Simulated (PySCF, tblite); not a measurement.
# C5H8N2S: geometry, infrared bands and NMR shifts

What infrared bands and NMR shifts should C5H8N2S (`CC(C)c1ncsn1`) show?

Programs: tblite 0.8.0 and PySCF 2.14.0, with density-fitted response routines of our own. Each step states its level of theory. These are calculated values for one molecule in the gas phase, unless marked as measured. Atoms are numbered from 0 throughout.

## (1) The starting structure

16 atoms, charge 0, multiplicity 1; geometry from: force field or distance geometry start.

Bonds of the start (Å): C0–C1 1.52, C1–C2 1.54, C1–C3 1.50, C3–N4 1.40, N4–C5 1.31, C5–S6 1.71, S6–N7 1.66, N7–C3 1.33, C0–H8 1.10, C0–H9 1.11, C0–H10 1.09, C1–H11 1.09, C2–H12 1.09, C2–H13 1.09, C2–H14 1.11, C5–H15 1.09.

## (2) Geometry optimisation with GFN2-xTB

The job: settings as JSON, then the geometry in Å.

```
{"job": {"kind": "relax", "xc": "GFN2-xTB", "basis": "xTB"}, "charge": 0, "multiplicity": 1}
C     -1.179800     1.215800    -0.611200
C     -0.788300    -0.212700    -0.283200
C     -1.312800    -0.622100     1.104000
C      0.703600    -0.388200    -0.357600
N      1.540400     0.328700     0.503400
C      2.778500    -0.009800     0.225800
S      2.894700    -1.175200    -1.022100
N      1.245100    -1.247000    -1.222100
H     -0.771500     1.930200     0.112300
H     -2.282600     1.324900    -0.602300
H     -0.828500     1.502300    -1.605700
H     -1.257400    -0.878300    -1.015000
H     -1.060100    -1.653100     1.347600
H     -0.911500     0.017700     1.891800
H     -2.417100    -0.529000     1.131000
H      3.639600     0.404800     0.750800
```

Run with:

```console
> OMP_NUM_THREADS=1 python probes_run.py task.json out
```

The driver reads the jobs from task.json and runs them one after another.

**Question.** This job is followed by: GFN2-xTB harmonic vibrations, gas phase; GIAO PBE0/pcSseg-1 NMR shielding, non-relativistic, gas phase. Predict these results of the whole session: strongest single infrared mode (GFN2-xTB); zero-point energy (GFN2-xTB); ¹³C shifts against TMS (PBE0/pcSseg-1, means over atoms taken as alike); ¹H shifts against TMS (PBE0/pcSseg-1, means over atoms taken as alike); ¹⁵N shifts against NH3 (PBE0/pcSseg-1); ³³S shifts against CS2 (PBE0/pcSseg-1).

As calculated:

| quantity | value |
| --- | --- |
| strongest single infrared mode (GFN2-xTB) | 1521 cm⁻¹, 160 km/mol |
| zero-point energy (GFN2-xTB) | 78.9 kcal/mol |
| ¹³C shifts against TMS (PBE0/pcSseg-1, means over atoms taken as alike) | 185.6, 179.9, 37.5, 24.5 ppm |
| ¹H shifts against TMS (PBE0/pcSseg-1, means over atoms taken as alike) | 9.39, 3.54, 1.48 ppm |
| ¹⁵N shifts against NH3 (PBE0/pcSseg-1) | 337.3, 303.8 ppm |
| ³³S shifts against CS2 (PBE0/pcSseg-1) | 427 ppm |

What this shows: Over 27 steps the energy fell by 0.164 eV; of the close pairs, C3–N4 changed most, 1.398 to 1.356 Å. No mode is imaginary among the 42: a minimum at this level. The strongest single mode, at 1521 cm⁻¹, moves mainly C3, N4 and C5. Unscaled tight-binding wavenumbers are off by several per cent, some by more. Its intensities can rank the bands wrongly. At PBE0/pcSseg-1: The largest span, 571 ppm, is at N4, where the paramagnetic term is -399 ppm. NICS(1)zz of -31 ppm above the planar ring from C3 marks a diatropic (aromatic) ring current.
